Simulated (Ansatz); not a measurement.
**C2H6ClNSi: up Jacob's ladder to CCSD(T)**

The task here is to estimate one member of a computed series from the others.

Method: functionals in def2-TZVPP, the program's frozen cores in correlated methods; program: Ansatz 0.2.0, Gaussian basis.

Plan: LDA (SPW92), PBE-D4, revPBE-D4, BLYP-D4, r2SCAN-D4, B97M-V, PBE0-D4, B3LYP-D4, r2SCANh-D4, r2SCAN0-D4, HSE06-D4, BHLYP-D4, CAM-B3LYP-D4, LC-ωPBE, ωB97X-V, ωB97M-V, B2PLYP, PBE-QIDH; CCSD(T)/def2-SVP; CCSD(T)/def2-TZVPP; MP2/def2-QZVPP; extrapolation to the limit; RPA on PBE.

## The geometry

The geometry comes from an earlier relaxation with PBE0-D4 in a triple-zeta def2 set; it is a stationary point, not always the lowest conformer.

11 atoms, charge 0, spin multiplicity 1.

Atoms are counted from 1 here; the program's logs count them from 0.

Bond lengths: C1–Si2 1.850 Å, C1–H6 1.092 Å, C1–H7 1.092 Å, C1–H8 1.092 Å, Si2–Cl3 2.046 Å, Si2–C4 1.820 Å, Si2–N5 1.693 Å, C4–N5 1.508 Å, C4–H9 1.088 Å, C4–H10 1.091 Å, N5–H11 1.007 Å. Angles: Si2–C1–H6 110.8°, Si2–C1–H7 110.4°, Si2–C1–H8 109.9°, H6–C1–H7 108.0°, H6–C1–H8 108.9°, H7–C1–H8 108.8°, C1–Si2–Cl3 109.5°, C1–Si2–C4 123.4°, C1–Si2–N5 123.7°, Cl3–Si2–C4 122.3°, Cl3–Si2–N5 116.0°, C4–Si2–N5 50.7°, Si2–C4–N5 60.3°, Si2–C4–H9 124.3°, Si2–C4–H10 118.1°, N5–C4–H9 114.0°, N5–C4–H10 116.8°, H9–C4–H10 112.6° and more.

Set-up of the first run:

Input file in.yaml:

```yaml
crystal:
  periodic: [false, false, false]
  atoms:
    - {symbol: C, position_ang: [-1.136792, -1.026524, 0.715630]}
    - {symbol: Si, position_ang: [0.466462, -0.181548, 0.344756]}
    - {symbol: Cl, position_ang: [1.894514, -0.821373, 1.662396]}
    - {symbol: C, position_ang: [0.578885, 1.421303, -0.509544]}
    - {symbol: N, position_ang: [1.004615, 0.163485, -1.223400]}
    - {symbol: H, position_ang: [-1.439050, -0.846837, 1.749198]}
    - {symbol: H, position_ang: [-1.040714, -2.105503, 0.574736]}
    - {symbol: H, position_ang: [-1.916227, -0.652203, 0.048786]}
    - {symbol: H, position_ang: [1.381651, 2.139933, -0.361890]}
    - {symbol: H, position_ang: [-0.346586, 1.889046, -0.848380]}
    - {symbol: H, position_ang: [0.618742, -0.036680, -2.131686]}
basis:
  gaussian: {orbitals: def2-TZVPP}
hamiltonian: {xc: lda}
output: {orbitals: {seedname: orbitals}}
```

Among the steps run: LDA; PBE-D4 (GGA); revPBE-D4 (GGA); BLYP-D4 (GGA); r2SCAN-D4 (meta-GGA); B97M-V (meta-GGA); PBE0-D4 (hybrid); B3LYP-D4 (hybrid); r2SCANh-D4 (hybrid); r2SCAN0-D4 (hybrid); HSE06-D4 (hybrid); BHLYP-D4 (hybrid); CAM-B3LYP-D4 (range-separated); LC-ωPBE (range-separated); ωB97X-V (range-separated); ωB97M-V (range-separated); B2PLYP (double hybrid); PBE-QIDH (double hybrid).

One table of the session follows, with a row left open; its other results are not shown here.

It belongs to the step «Frontier levels by functional». 

```
  functional  HOMO (eV)  LUMO (eV)  gap (eV)
 LDA (SPW92)      -5.68      -0.48      5.20
      PBE-D4      -5.53      -0.29      5.24
   revPBE-D4      -5.47      -0.20      5.28
     BLYP-D4      -5.39      -0.23      5.16
   r2SCAN-D4      -5.77       0.17      5.93
      B97M-V      -5.82       0.02      5.83
     PBE0-D4      -6.85       0.62      7.46
    B3LYP-D4      -6.61       0.31      6.92
  r2SCANh-D4      -6.26       0.47      6.74
  r2SCAN0-D4      -7.01       0.92      7.93
    HSE06-D4      -6.44       0.24      6.69
    BHLYP-D4          ?          ?         ?
CAM-B3LYP-D4      -8.23       1.50      9.72
     LC-ωPBE      -9.61       2.80     12.41
     ωB97X-V      -9.24       2.59     11.83
     ωB97M-V      -9.13       2.18     11.31
```

Estimate the missing values for BHLYP-D4.

Worked estimate for «HOMO (eV)». Against the share of exact exchange, BLYP-D4 (0, -5.39), B3LYP-D4 (0.2, -6.61) give a slope of -6.10 per unit share; at 0.5 the line stands at -8.44.

As computed: HOMO (eV): -8.06; LUMO (eV): 1.36; gap (eV): 9.41. In «HOMO (eV)» the line misses by -0.38.
